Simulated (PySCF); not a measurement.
# CH7ClOSi2: electronic excitations and core binding energies

Wanted: the electronic excitations and core binding energies of CH7ClOSi2 (`[SiH3]O[SiH2]CCl`), by calculation.

The runs use PySCF 2.14.0, with density-fitted response routines of our own; the level of theory stands in each step. All values are computed, except where a source is named. Atoms count from 0, in the outputs and in this text.

### Step 1. The starting structure

12 atoms, charge 0, multiplicity 1; geometry from: GFN2-xTB.

Bonds of the start (Å): Si0–O1 1.63, O1–Si2 1.61, Si2–C3 1.91, C3–Cl4 1.78, Si0–H5 1.46, Si0–H6 1.46, Si0–H7 1.46, Si2–H8 1.46, Si2–H9 1.46, C3–H10 1.09, C3–H11 1.09.

### Step 2. Ultraviolet spectrum: CAM-B3LYP/def2-SVPD

The job: settings as JSON, then the geometry in Å.

```
{"job": {"kind": "uv", "xc": "CAM-B3LYP", "basis": "def2-SVPD", "nstates": 8, "ntriplets": 3}, "charge": 0, "multiplicity": 1}
Si     2.356152     0.008758     0.391681
O      0.788183    -0.061608    -0.030145
Si    -0.605346    -0.270027    -0.816868
C     -1.968854     0.272924     0.403697
Cl    -3.564849     0.047799    -0.357564
H      2.348598    -0.059257     1.850486
H      2.867864     1.278461    -0.117475
H      3.028528    -1.135125    -0.219346
H     -0.614305     0.595809    -1.991927
H     -0.755794    -1.686738    -1.133190
H     -1.976496    -0.316199     1.318633
H     -1.902482     1.324516     0.675992
```

With the program's defaults for keys left out, this is: TDDFT CAM-B3LYP/def2-SVPD, vertical, gas phase, core orbitals frozen in the response.

On the command line:

```console
> OMP_NUM_THREADS=1 python probes_run.py task.json out
```

The driver reads the jobs from task.json and runs them one after another.

The program printed:

```text
coarse grid: 11384 points
cycle   1  E = -1156.1178058138  dE =  3.275e-01  |g| = 7.380e-01  |ddm| = 4.202e+00
cycle   2  E = -1156.0284826647  dE =  8.932e-02  |g| = 1.029e+00  |ddm| = 1.730e+00
cycle   3  E = -1156.2236476598  dE = -1.952e-01  |g| = 5.786e-02  |ddm| = 8.859e-01
cycle   4  E = -1156.2244162286  dE = -7.686e-04  |g| = 2.313e-02  |ddm| = 1.566e-01
cycle   5  E = -1156.2245541106  dE = -1.379e-04  |g| = 6.764e-03  |ddm| = 4.557e-02
cycle   6  E = -1156.2245652963  dE = -1.119e-05  |g| = 1.268e-03  |ddm| = 1.239e-02
cycle   7  E = -1156.2245658053  dE = -5.090e-07  |g| = 3.820e-04  |ddm| = 3.204e-03
final grid: 95624 points
cycle   8  E = -1156.3696671611  dE = -1.120e-05  |g| = 2.261e-03  |ddm| = 3.959e-02
cycle   9  E = -1156.3696669451  dE =  2.160e-07  |g| = 2.542e-03  |ddm| = 6.830e-03
cycle  10  E = -1156.3696684207  dE = -1.476e-06  |g| = 1.908e-04  |ddm| = 2.821e-03
cycle  11  E = -1156.3696684265  dE = -5.871e-09  |g| = 1.247e-04  |ddm| = 3.806e-04
cycle  12  E = -1156.3696684296  dE = -3.052e-09  |g| = 2.501e-05  |ddm| = 1.647e-04
cycle  13  E = -1156.3696684298  dE = -1.819e-10  |g| = 4.170e-06  |ddm| = 4.814e-05
converged SCF energy = -1156.3696684298

Static polarisability (au): isotropic 80.374, principal 70.013 73.761 97.348

Singlet excitations
state   eV       nm        f      main configurations
  1   6.7436    183.9   0.01286   H->L 0.60, H->L+3 0.25
  2   7.2699    170.5   0.00945   H-1->L 0.42, H-1->L+3 0.38
  3   7.3407    168.9   0.00333   H-2->L 0.84
  4   7.4486    166.5   0.01010   H-3->L 0.37, H->L+3 0.22, H->L+2 0.12
  5   7.5425    164.4   0.00168   H->L+2 0.46, H->L+1 0.29, H-3->L 0.12
  6   8.0348    154.3   0.00722   H-1->L+2 0.55, H-1->L+1 0.31
  7   8.0386    154.2   0.00316   H-3->L 0.26, H->L+4 0.12, H->L 0.11
  8   8.4030    147.5   0.00725   H-4->L 0.39, H-2->L+2 0.21

Triplet excitations (Tamm-Dancoff, eV): 6.1679 6.6118 6.9955
```

Run time: 27 s. Hardware: 1 thread of Arm Neoverse V1, shared host; peak memory 0.74 GiB.

Frontier orbitals and where they lie:

| orbital | eV | atoms |
| --- | --- | --- |
| HOMO−3 | -10.57 | O1 29 %, Si0 19 %, Cl4 17 % |
| HOMO−2 | -10.18 | O1 33 %, Si2 15 %, Si0 12 % |
| HOMO−1 | -9.94 | Cl4 77 %, C3 13 % |
| HOMO | -9.39 | Cl4 50 %, C3 21 %, Si2 10 % |
| LUMO | 0.54 | Si0 25 %, Si2 18 %, O1 9 % |
| LUMO+1 | 1.22 | Si0 40 %, Si2 10 %, Cl4 8 % |
| LUMO+2 | 1.40 | Si0 20 %, Cl4 14 %, Si2 13 % |

With each of the 8 states as a Gaussian band of 0.4 eV half-width at 1/e, the curve within the window shown has maxima at 168 nm (ε 1,000) L/(mol cm). Beyond the last state computed it falls off for lack of states. The curve at chosen wavelengths:

nm, ε (L/mol/cm) and a bar:
```
      142        193 ####
      144        305 ########
      147        473 #############
      149        557 ################
      151        606 #################
      154        625 ##################
      156        628 ##################
      159        678 ###################
      161        757 ######################
      163        859 #########################
      166        985 #############################
      168       1016 ##############################
      170        996 #############################
      173        904 ##########################
      175        833 ########################
      177        771 ######################
      180        701 ####################
      182        657 ###################
      184        606 #################
      187        505 ##############
      189        425 ###########
      192        302 ########
      194        227 #####
      196        163 ###
      199         92 #
      201         60
```

Further results of this job:

| property | computed |
| --- | --- |
| dipole moment (D) | 2.19 |
| polarisability (Å³) | 11.91 |
| HOMO–LUMO gap (eV) | 9.93 |
| −ε(HOMO) (eV) | 9.39 |

### Step 3. Core-electron binding energies: SCAN, X2C

Settings changed since step 2:

```diff
@@ -1,2 +1,2 @@
-{"job": {"kind": "uv", "xc": "CAM-B3LYP", "basis": "def2-SVPD", "nstates": 8, "ntriplets": 3}, "charge": 0, "multiplicity": 1}
+{"job": {"kind": "xps"}, "charge": 0, "multiplicity": 1}
 Si     2.356152     0.008758     0.391681
```

Level: delta-SCF UKS SCAN, pcX-2 on the ionised atom, pcseg-1 elsewhere, spin-free X2C.

The program printed:

```text
ground state, core basis on atom 0 (Si), 159 functions
  cycle   1  E = -1159.15026884  |g| = 7.58e-01
  cycle   2  E = -1158.82031856  |g| = 1.50e+00
  cycle   3  E = -1159.25663658  |g| = 1.29e-01
  cycle   4  E = -1159.26042345  |g| = 4.63e-02
  cycle   5  E = -1159.26102092  |g| = 1.29e-02
  cycle   6  E = -1159.26105963  |g| = 5.28e-03
  cycle   7  E = -1159.26106717  |g| = 1.10e-03
  cycle   8  E = -1159.26106915  |g| = 1.72e-04
  E(ground) = -1159.29128867 Eh
hole in Si 1s of atom 0
  cycle   1  E = -1090.31326375  |g| = 4.35e+00
  cycle   2  E = -1085.20881464  |g| = 3.03e+00
  cycle   3  E = -1055.25855035  |g| = 5.65e+00
  cycle   4  E = -1087.81281539  |g| = 1.54e+00
  cycle   5  E = -1090.94131725  |g| = 9.14e-01
  cycle   6  E = -1091.26295210  |g| = 4.41e-01
  cycle   7  E = -1091.35419659  |g| = 8.12e-02
  cycle   8  E = -1091.35715578  |g| = 3.34e-02
  cycle   9  E = -1091.35779967  |g| = 1.19e-02
  cycle  10  E = -1091.35787462  |g| = 4.90e-03
  cycle  11  E = -1091.35788778  |g| = 1.45e-03
  cycle  12  E = -1091.35789006  |g| = 3.29e-04
  E(ion) = -1091.39529242 Eh   <S^2> = 0.7521   hole on atom = 1.000   binding energy = 1847.544 eV
hole in Si 2p of atom 0
  cycle   1  E = -1154.97245868  |g| = 1.23e+00
  cycle   2  E = -1153.33857924  |g| = 1.52e+00
  cycle   3  E = -1154.99498526  |g| = 6.23e-01
  cycle   4  E = -1155.26110333  |g| = 1.80e-01
  cycle   5  E = -1155.27037527  |g| = 1.89e-01
  cycle   6  E = -1155.28459221  |g| = 2.26e-02
  cycle   7  E = -1155.28483989  |g| = 6.74e-03
  cycle   8  E = -1155.28486269  |g| = 1.03e-03
  cycle   9  E = -1155.28486363  |g| = 5.38e-04
  cycle  10  E = -1155.28486390  |g| = 2.45e-04
  E(ion) = -1155.32544961 Eh   <S^2> = 0.7515   hole on atom = 1.002   binding energy = 107.916 eV
  2p3/2 = 107.653 eV   2p1/2 = 108.279 eV
ground state, core basis on atom 1 (O), 148 functions
  cycle   1  E = -1159.19691288  |g| = 1.14e-01
  cycle   2  E = -1159.19456109  |g| = 1.36e-01
  cycle   3  E = -1159.19745970  |g| = 4.75e-02
  cycle   4  E = -1159.19782998  |g| = 3.68e-03
  cycle   5  E = -1159.19783210  |g| = 4.37e-04
  E(ground) = -1159.26613782 Eh
hole in O 1s of atom 1
  cycle   1  E = -1138.59762440  |g| = 2.23e+00
  cycle   2  E = -1138.09534001  |g| = 2.20e+00
  cycle   3  E = -1139.36372858  |g| = 4.07e-01
  cycle   4  E = -1139.41070859  |g| = 1.55e-01
  cycle   5  E = -1139.42469442  |g| = 5.47e-02
  cycle   6  E = -1139.42616052  |g| = 2.11e-02
  cycle   7  E = -1139.42639878  |g| = 3.75e-03
  cycle   8  E = -1139.42640602  |g| = 8.72e-04
  cycle   9  E = -1139.42640737  |g| = 2.87e-04
  E(ion) = -1139.49391929 Eh   <S^2> = 0.7615   hole on atom = 1.000   binding energy = 538.029 eV
ground state, core basis on atom 2 (Si), 159 functions
  cycle   1  E = -1159.26055342  |g| = 3.08e-01
  cycle   2  E = -1159.25570876  |g| = 2.00e-01
  cycle   3  E = -1159.25717396  |g| = 1.74e-01
  cycle   4  E = -1159.26281916  |g| = 1.46e-02
  cycle   5  E = -1159.26285612  |g| = 1.99e-03
  cycle   6  E = -1159.26285622  |g| = 6.66e-04
  cycle   7  E = -1159.26285440  |g| = 3.14e-04
  E(ground) = -1159.29300455 Eh
hole in Si 1s of atom 2
  cycle   1  E = -1090.31229081  |g| = 4.35e+00
  cycle   2  E = -1090.18472319  |g| = 2.23e+00
  cycle   3  E = -1090.93144409  |g| = 8.34e-01
  cycle   4  E = -1091.33434247  |g| = 2.42e-01
  cycle   5  E = -1091.35709700  |g| = 1.28e-01
  cycle   6  E = -1091.36487231  |g| = 3.68e-02
  cycle   7  E = -1091.36542569  |g| = 1.36e-02
  cycle   8  E = -1091.36549782  |g| = 6.51e-03
  cycle   9  E = -1091.36551497  |g| = 1.31e-03
  cycle  10  E = -1091.36551615  |g| = 2.91e-04
  E(ion) = -1091.40296469 Eh   <S^2> = 0.7522   hole on atom = 1.000   binding energy = 1847.382 eV
hole in Si 2p of atom 2
  cycle   1  E = -1154.97259179  |g| = 1.24e+00
  cycle   2  E = -1154.79276818  |g| = 1.14e+00
  cycle   3  E = -1155.24302476  |g| = 2.88e-01
  cycle   4  E = -1155.28927136  |g| = 9.87e-02
  cycle   5  E = -1155.29180291  |g| = 6.44e-02
  cycle   6  E = -1155.29368313  |g| = 1.10e-02
  cycle   7  E = -1155.29372581  |g| = 5.85e-03
  cycle   8  E = -1155.29374118  |g| = 2.17e-03
  cycle   9  E = -1155.29374231  |g| = 2.63e-04
  E(ion) = -1155.33417090 Eh   <S^2> = 0.7513   hole on atom = 1.003   binding energy = 107.725 eV
  2p3/2 = 107.463 eV   2p1/2 = 108.090 eV
ground state, core basis on atom 3 (C), 148 functions
  cycle   1  E = -1159.16233431  |g| = 6.45e-02
  cycle   2  E = -1159.16234167  |g| = 3.47e-02
  cycle   3  E = -1159.16246019  |g| = 2.76e-02
  cycle   4  E = -1159.16259868  |g| = 7.27e-03
  cycle   5  E = -1159.16260952  |g| = 6.85e-04
  cycle   6  E = -1159.16261051  |g| = 2.51e-04
  E(ground) = -1159.23362884 Eh
hole in C 1s of atom 3
  cycle   1  E = -1147.87109295  |g| = 1.51e+00
  cycle   2  E = -1145.18569298  |g| = 2.34e+00
  cycle   3  E = -1148.18963383  |g| = 6.41e-01
  cycle   4  E = -1148.38797651  |g| = 3.64e-01
  cycle   5  E = -1148.43715670  |g| = 1.63e-01
  cycle   6  E = -1148.44611806  |g| = 5.85e-02
  cycle   7  E = -1148.44760085  |g| = 1.08e-02
  cycle   8  E = -1148.44766784  |g| = 4.03e-03
  cycle   9  E = -1148.44767913  |g| = 1.59e-03
  cycle  10  E = -1148.44768394  |g| = 6.99e-04
  cycle  11  E = -1148.44768494  |g| = 2.71e-04
  E(ion) = -1148.51477749 Eh   <S^2> = 0.7765   hole on atom = 1.000   binding energy = 291.675 eV
ground state, core basis on atom 4 (Cl), 159 functions
  cycle   1  E = -1159.34474089  |g| = 4.86e-01
  cycle   2  E = -1159.34489963  |g| = 4.57e-02
  cycle   3  E = -1159.34488768  |g| = 3.24e-02
  cycle   4  E = -1159.34502321  |g| = 6.81e-03
  cycle   5  E = -1159.34503581  |g| = 1.86e-03
  cycle   6  E = -1159.34503462  |g| = 2.64e-04
  E(ground) = -1159.40258858 Eh
hole in Cl 1s of atom 4
  cycle   1  E = -1054.15176288  |g| = 5.47e+00
  cycle   2  E = -1053.23685478  |g| = 2.43e+00
  cycle   3  E = -1037.55929344  |g| = 3.20e+00
  cycle   4  E = -1055.32266902  |g| = 3.52e-01
  cycle   5  E = -1055.30670261  |g| = 4.03e-01
  cycle   6  E = -1055.38893465  |g| = 5.62e-02
  cycle   7  E = -1055.39027726  |g| = 2.49e-02
  cycle   8  E = -1055.39056083  |g| = 1.08e-02
  cycle   9  E = -1055.39059655  |g| = 5.24e-03
  cycle  10  E = -1055.39060969  |g| = 6.74e-04
  cycle  11  E = -1055.39061061  |g| = 1.80e-04
  E(ion) = -1055.45568628 Eh   <S^2> = 0.7525   hole on atom = 1.000   binding energy = 2828.539 eV
hole in Cl 2p of atom 4
  cycle   1  E = -1151.28757434  |g| = 1.70e+00
  cycle   2  E = -1149.87697770  |g| = 1.66e+00
  cycle   3  E = -1151.29536398  |g| = 8.71e-01
  cycle   4  E = -1151.71166254  |g| = 2.24e-01
  cycle   5  E = -1151.74031035  |g| = 1.39e-01
  cycle   6  E = -1151.74779974  |g| = 3.60e-02
  cycle   7  E = -1151.74817366  |g| = 1.91e-02
  cycle   8  E = -1151.74834078  |g| = 2.52e-03
  cycle   9  E = -1151.74834563  |g| = 5.31e-04
  cycle  10  E = -1151.74834468  |g| = 1.72e-04
  E(ion) = -1151.81287870 Eh   <S^2> = 0.7518   hole on atom = 1.001   binding energy = 206.527 eV
  2p3/2 = 205.926 eV   2p1/2 = 207.580 eV
```

Run time: 67 s. Hardware: 1 thread of Arm Neoverse V1, shared host; peak memory 0.63 GiB.

The holes in one table. −ε is the ground-state orbital energy:

| hole | stands for | environment | ΔSCF (eV; 2p as the shell's mean) | −ε (eV) | ⟨S²⟩ |
| --- | --- | --- | --- | --- | --- |
| Si1s on Si0 | Si0 | silicon bonded to O, 3 H | 1847.54 | 1794.0 | 0.752 |
| Si2p on Si0 | Si0 | silicon bonded to O, 3 H | 107.86 | 96.7 | 0.751 |
| O1s on O1 | O1 | oxygen bonded to 2 Si | 538.03 | 516.5 | 0.761 |
| Si1s on Si2 | Si2 | silicon bonded to C, O, 2 H | 1847.38 | 1794.0 | 0.752 |
| Si2p on Si2 | Si2 | silicon bonded to C, O, 2 H | 107.67 | 96.8 | 0.751 |
| C1s on C3 | C3 | sp3 CH2 bonded to Cl and Si | 291.67 | 274.9 | 0.777 |
| Cl1s on Cl4 | Cl4 | chlorine bonded to C | 2828.54 | 2763.4 | 0.753 |
| Cl2p on Cl4 | Cl4 | chlorine bonded to C | 206.48 | 193.2 | 0.752 |

With the spin-orbit splitting: Si0 2p3/2 107.65, 2p1/2 108.28 eV; Si2 2p3/2 107.46, 2p1/2 108.09 eV; Cl4 2p3/2 205.93, 2p1/2 207.58 eV. The table gives each 2p level as the mean over the whole 2p shell (two parts 2p3/2, one part 2p1/2), which differs a little from the single hole in the log.

### Step 4. Results

| quantity | value |
| --- | --- |
| lowest singlet (CAM-B3LYP/def2-SVPD) | 6.74 eV (184 nm), f = 0.013 |
| lowest triplet | 6.17 eV |
| Si1s binding energies, SCAN/pcX-2 | Si0 1847.54, Si2 1847.38 eV |
| Si2p binding energies, SCAN/pcX-2 | Si0 107.86, Si2 107.67 eV |
| O1s binding energies, SCAN/pcX-2 | O1 538.03 eV |
| C1s binding energies, SCAN/pcX-2 | C3 291.67 eV |
| Cl1s binding energies, SCAN/pcX-2 | Cl4 2828.54 eV |
| Cl2p binding energies, SCAN/pcX-2 | Cl4 206.48 eV |

In words: The lowest singlet, at 6.74 eV, is HOMO→LUMO 0.60, HOMO→LUMO+3 0.25 and is weak. The lowest triplet lies 0.58 eV below the lowest singlet (triplets in Tamm-Dancoff, singlets in full TDDFT). The Si1s levels kept as sound span 0.16 eV, from Si2 (silicon bonded to C, O, 2 H) up to Si0 (silicon bonded to O, 3 H). Si0 (silicon bonded to O, 3 H) binds its Si2p electron 0.19 eV more tightly than Si2 (silicon bonded to C, O, 2 H).
